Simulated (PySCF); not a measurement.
# C4H11In (InEt2H): the cost of one run

Computed with PySCF 2.14.0 and routines of our own; the level stands in each step. Atoms count from 0.

### Step 1. The starting structure

16 atoms, charge 0, multiplicity 1; geometry from: GFN2-xTB.

### Step 2. Geometry optimisation at PBE0-D3(BJ)/def2-SVP

The job: settings as JSON, then the geometry in Å.

```
{"job": {"xc": "PBE0", "basis": "def2-SVP", "d3": "d3bj", "grid": 1, "maxiter": 30, "shake": 0.03, "kind": "geom"}, "charge": 0, "multiplicity": 1}
In    -0.364570    -0.855550     0.000240
C      1.821820    -0.848010    -0.026200
C      2.341890    -1.129200     1.342330
H      2.266000     0.158010    -0.375480
H      2.189030    -1.599950    -0.765590
H      3.483220    -1.102320     1.344210
H      2.099830    -0.374710     2.086890
H      2.119560    -2.083510     1.709040
C     -1.592610     1.179290     0.046510
C     -2.305620     1.393580    -1.309630
H     -0.883300     1.946850     0.206140
H     -2.293140     1.168310     0.827760
H     -2.931720     2.375840    -1.350000
H     -1.630880     1.449420    -2.141670
H     -3.021710     0.566480    -1.545470
H     -1.332160    -2.278470     0.017330
```

Started as:

```bash
$ OMP_NUM_THREADS=1 python heavy_run.py task.json out
```

The driver reads the jobs from task.json and runs them one after another.

**Question.** How long does this first job take on 1 thread of Intel Xeon 6975P-C, shared host, and how much memory does it need?

About 2 min, with a peak of 0.51 GiB.
